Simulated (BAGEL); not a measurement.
**C2H7NSi (SMILES C=NC[SiH3]): a chain of runs**

We compute the energy (HF/cc-pVDZ), then a single-point energy (NEVPT2(2,2)/cc-pVDZ) of C2H7NSi. 

The results are computed with BAGEL 1.2.2.

1 further run of the same task is left out (set aside as unsound or not needed).

**1. The system as given**

C2H7NSi has 11 atoms, charge 0, and is taken as a singlet. As SMILES, `C=NC[SiH3]`. The C3–Si4 distance was set to 4.352 Å, away from the relaxed value. At this shape a bond of the SMILES string is far longer than usual.

Bond lengths: C1–N2 1.259 Å, N2–C3 1.436 Å, C1–H5 1.089 Å, C1–H6 1.099 Å, C3–H7 1.095 Å, C3–H8 1.102 Å, Si4–H9 1.487 Å, Si4–H10 1.484 Å, Si4–H11 1.488 Å. Angles: C1–N2–C3 118.6°, N2–C1–H5 119.2°, N2–C1–H6 123.3°, N2–C3–H7 109.0°, N2–C3–H8 113.6°, H5–C1–H6 117.5°, H7–C3–H8 108.0°, H9–Si4–H10 109.4°, H9–Si4–H11 109.1°, H10–Si4–H11 109.4°.

**2. The energy at HF/cc-pVDZ (density fitting with svp-jkfit) (run 1)**

The input, input.json:

```json
{ "bagel" : [

{
  "title" : "molecule",
  "basis" : "cc-pvdz.json",
  "df_basis" : "svp-jkfit",
  "angstrom" : "true",
  "geometry" : [
    { "atom" : "C", "xyz" : [      -1.946302,       2.961830,       2.138806 ] },
    { "atom" : "N", "xyz" : [      -2.305502,       1.805630,       1.792906 ] },
    { "atom" : "C", "xyz" : [      -1.605902,       0.675530,       2.337506 ] },
    { "atom" : "Si", "xyz" : [       0.706300,      -1.257400,      -0.802700 ] },
    { "atom" : "H", "xyz" : [      -2.452802,       3.826030,       1.711706 ] },
    { "atom" : "H", "xyz" : [      -1.140002,       3.151530,       2.861506 ] },
    { "atom" : "H", "xyz" : [      -2.336802,      -0.058870,       2.692806 ] },
    { "atom" : "H", "xyz" : [      -0.941702,       0.930830,       3.179406 ] },
    { "atom" : "H", "xyz" : [       1.729600,      -0.311300,      -1.319900 ] },
    { "atom" : "H", "xyz" : [      -0.179800,      -1.683000,      -1.914500 ] },
    { "atom" : "H", "xyz" : [       1.389900,      -2.450100,      -0.232400 ] }
  ]
},

{ "title" : "hf" },

{ "title" : "print", "file" : "orbitals.molden", "orbitals" : "true" }

]}
```

The basis set cc-pVDZ is read from a file made from the Basis Set Exchange's data (not shown).

Started as:

```bash
$ BAGEL_NUM_THREADS=1 BAGEL input.json > input.out
```

What it wrote:

```text
* using 1 threads per process

  ===============================================================
  ===============================================================

  *** Geometry ***

  { "atom" : "C", "xyz" : [     -3.677978,      5.597048,      4.041758 ] },
  { "atom" : "N", "xyz" : [     -4.356767,      3.412146,      3.388101 ] },
  { "atom" : "C", "xyz" : [     -3.034715,      1.276567,      4.417246 ] },
  { "atom" : "Si", "xyz" : [      1.334714,     -2.376142,     -1.516883 ] },
  { "atom" : "H", "xyz" : [     -4.635124,      7.230149,      3.234656 ] },
  { "atom" : "H", "xyz" : [     -2.154292,      5.955529,      5.407463 ] },
  { "atom" : "H", "xyz" : [     -4.415916,     -0.111248,      5.088666 ] },
  { "atom" : "H", "xyz" : [     -1.779559,      1.759014,      6.008207 ] },
  { "atom" : "H", "xyz" : [      3.268470,     -0.588272,     -2.494250 ] },
  { "atom" : "H", "xyz" : [     -0.339773,     -3.180409,     -3.617881 ] },
  { "atom" : "H", "xyz" : [      2.626530,     -4.630018,     -0.439172 ] },

  Number of auxiliary basis functions:      481

  Since a DF basis is specified, we compute 2- and 3-index integrals:
    o Being stored without compression. Storage requirement is 0.035 GB

  Number of basis functions:       95
  Number of electrons      :       40

    * METHOD: MOLECULE                             0.25

  *** RHF ***

  === Nuclear Repulsion ===
   121.4648508386

      * DIIS with orbital gradients will be used.

  === RHF iteration (cc-pvdz.json) ===
      0       -422.67646989          0.01480356           0.07
      1       -422.65728133          0.01744434           0.07
      2       -422.93356255          0.00259409           0.07
      3       -422.94058039          0.00167849           0.07
      4       -422.94287625          0.00033451           0.07
      5       -422.94305017          0.00017673           0.07
      6       -422.94308177          0.00007306           0.07
      7       -422.94308809          0.00001935           0.07
      8       -422.94308857          0.00000796           0.07
      9       -422.94308863          0.00000508           0.07
     10       -422.94308866          0.00000123           0.06
     11       -422.94308866          0.00000031           0.06
     12       -422.94308866          0.00000018           0.06
     13       -422.94308866          0.00000009           0.06
     14       -422.94308866          0.00000004           0.06
     15       -422.94308866          0.00000002           0.06
     16       -422.94308866          0.00000001           0.06
     17       -422.94308866          0.00000000           0.06
    * SCF iteration converged.

    * Permanent dipole moment:
           (   -0.245861,    -0.485194,    -0.607507) a.u.

    * METHOD: HF                                   1.36

    * METHOD: PRINT                                0.02

  ===============================================================
```

Run time: 1.8 s. Hardware: 1 thread of Arm Neoverse V1, shared host; peak memory 0.15 GiB.

**3. A single-point energy at NEVPT2(2,2)/cc-pVDZ (density fitting with svp-jkfit) (run 2)**

The input, input.json:

```json
{ "bagel": [

{
  "title": "molecule",
  "basis": "cc-pvdz.json",
  "df_basis": "svp-jkfit",
  "angstrom": true,
  "geometry": [
    { "atom": "C", "xyz": [   -1.946302,    2.961830,    2.138806 ] },
    { "atom": "N", "xyz": [   -2.305502,    1.805630,    1.792906 ] },
    { "atom": "C", "xyz": [   -1.605902,    0.675530,    2.337506 ] },
    { "atom": "Si", "xyz": [    0.706300,   -1.257400,   -0.802700 ] },
    { "atom": "H", "xyz": [   -2.452802,    3.826030,    1.711706 ] },
    { "atom": "H", "xyz": [   -1.140002,    3.151530,    2.861506 ] },
    { "atom": "H", "xyz": [   -2.336802,   -0.058870,    2.692806 ] },
    { "atom": "H", "xyz": [   -0.941702,    0.930830,    3.179406 ] },
    { "atom": "H", "xyz": [    1.729600,   -0.311300,   -1.319900 ] },
    { "atom": "H", "xyz": [   -0.179800,   -1.683000,   -1.914500 ] },
    { "atom": "H", "xyz": [    1.389900,   -2.450100,   -0.232400 ] }
  ]
},
{ "title": "hf" },
{ "title": "casscf", "nstate": 1, "nact": 2, "nclosed": 19, "active": [20, 21], "maxiter": 200, "natocc": true },
{ "title": "nevpt2", "nstate": 1, "nact": 2, "nclosed": 19, "active": [20, 21], "maxiter": 200, "natocc": true, "ncore": 8 },
{ "title": "print", "file": "orbitals.molden", "orbitals": true }

]}
```

The basis set cc-pVDZ is read from a file made from the Basis Set Exchange's data (not shown).

Started as:

```bash
$ BAGEL_NUM_THREADS=1 BAGEL input.json > input.out
```

What it wrote:

```text
* using 1 threads per process

  ===============================================================
  ===============================================================

  *** Geometry ***

  { "atom" : "C", "xyz" : [     -3.677978,      5.597048,      4.041758 ] },
  { "atom" : "N", "xyz" : [     -4.356767,      3.412146,      3.388101 ] },
  { "atom" : "C", "xyz" : [     -3.034715,      1.276567,      4.417246 ] },
  { "atom" : "Si", "xyz" : [      1.334714,     -2.376142,     -1.516883 ] },
  { "atom" : "H", "xyz" : [     -4.635124,      7.230149,      3.234656 ] },
  { "atom" : "H", "xyz" : [     -2.154292,      5.955529,      5.407463 ] },
  { "atom" : "H", "xyz" : [     -4.415916,     -0.111248,      5.088666 ] },
  { "atom" : "H", "xyz" : [     -1.779559,      1.759014,      6.008207 ] },
  { "atom" : "H", "xyz" : [      3.268470,     -0.588272,     -2.494250 ] },
  { "atom" : "H", "xyz" : [     -0.339773,     -3.180409,     -3.617881 ] },
  { "atom" : "H", "xyz" : [      2.626530,     -4.630018,     -0.439172 ] },

  Number of auxiliary basis functions:      481

  Since a DF basis is specified, we compute 2- and 3-index integrals:
    o Being stored without compression. Storage requirement is 0.035 GB

  Number of basis functions:       95
  Number of electrons      :       40

    * METHOD: MOLECULE                             0.26

  *** RHF ***

  === Nuclear Repulsion ===
   121.4648508386

      * DIIS with orbital gradients will be used.

  === RHF iteration (cc-pvdz.json) ===
      0       -422.67646989          0.01480356           0.07
      1       -422.65728133          0.01744434           0.07
      2       -422.93356255          0.00259409           0.07
      3       -422.94058039          0.00167849           0.07
      4       -422.94287625          0.00033451           0.07
      5       -422.94305017          0.00017673           0.06
      6       -422.94308177          0.00007306           0.07
      7       -422.94308809          0.00001935           0.07
      8       -422.94308857          0.00000796           0.07
      9       -422.94308863          0.00000508           0.07
     10       -422.94308866          0.00000123           0.07
     11       -422.94308866          0.00000031           0.06
     12       -422.94308866          0.00000018           0.07
     13       -422.94308866          0.00000009           0.07
     14       -422.94308866          0.00000004           0.07
     15       -422.94308866          0.00000002           0.07
     16       -422.94308866          0.00000001           0.07
     17       -422.94308866          0.00000000           0.07
    * SCF iteration converged.

    * Permanent dipole moment:
           (   -0.245861,    -0.485194,    -0.607507) a.u.

    * METHOD: HF                                   1.36

  ---------------------------
      CASSCF calculation
  ---------------------------

    ==== Active orbitals : =====
         Orbital 20
         Orbital 21
    ============================

    * nstate   :      1
    * nclosed  :     19
    * nact     :      2
    * nvirt    :     74
  === CASSCF iteration (cc-pvdz.json) ===

    * Using the second-order algorithm

      0  0      -423.03541031     4.32e-03      0.02

      1  0      -423.05540890     1.47e-03      0.37

      2  0      -423.05779381     1.33e-04      0.35

      3  0      -423.05781567     1.48e-05      0.38

      4  0      -423.05781579     2.55e-06      0.38

      5  0      -423.05781579     4.40e-07      0.39

      6  0      -423.05781579     7.65e-08      0.36

      7  0      -423.05781579     1.34e-08      0.31

      8  0      -423.05781579     2.34e-09      0.26

    * Second-order optimization converged. *

     guess   0:   closed 1.                   open ..

  === FCI iteration ===

      0  0      -422.92478755     8.21e-02      0.00
      1  0      -423.05781522     2.18e-04      0.00
      2  0 *    -423.05781579     1.24e-16      0.00

     * ci vector, state   0, <S^2> = 0.0000
       2.     0.7769512948
       .2    -0.6295607083

    * METHOD: CASSCF                               3.00

    * freezing 8 orbitals

  === DF-NEVPT2 calculation ===

    * 3-index integral transformation done
    * assembly done

      NEVPT2 correlation energy:   -0.5091153047      0.25

          (+0)     -0.4360014703
          (+0)'    -0.0100315004
          (+1)     -0.0150280070
          (+1)'    -0.0000000000
          (+2)     -0.0000470874
          (-1)     -0.0478769900
          (-1)'     0.0000000000
          (-2)     -0.0001302495

      NEVPT2 total energy:       -423.5669310947

    * METHOD: NEVPT2                               0.39

    * METHOD: PRINT                                0.02

  ===============================================================
```

It took 5.4 s on 1 thread of Arm Neoverse V1, shared host; peak memory 0.15 GiB.

**4. What came out**

```
                                quantity          value
         run 1, HF/cc-pVDZ: total energy  -422.94309 Eh
        run 1, HF/cc-pVDZ: dipole moment         2.07 D
          run 1, HF/cc-pVDZ: HOMO energy       -6.14 eV
          run 1, HF/cc-pVDZ: LUMO energy       -1.41 eV
        run 1, HF/cc-pVDZ: HOMO–LUMO gap        4.74 eV
run 2, NEVPT2(2,2)/cc-pVDZ: total energy  -423.56693 Eh
```

What this shows: One bond (run 1, HF/cc-pVDZ) is far stretched, which a spin-restricted single reference describes badly; a broken-symmetry solution may lie lower.
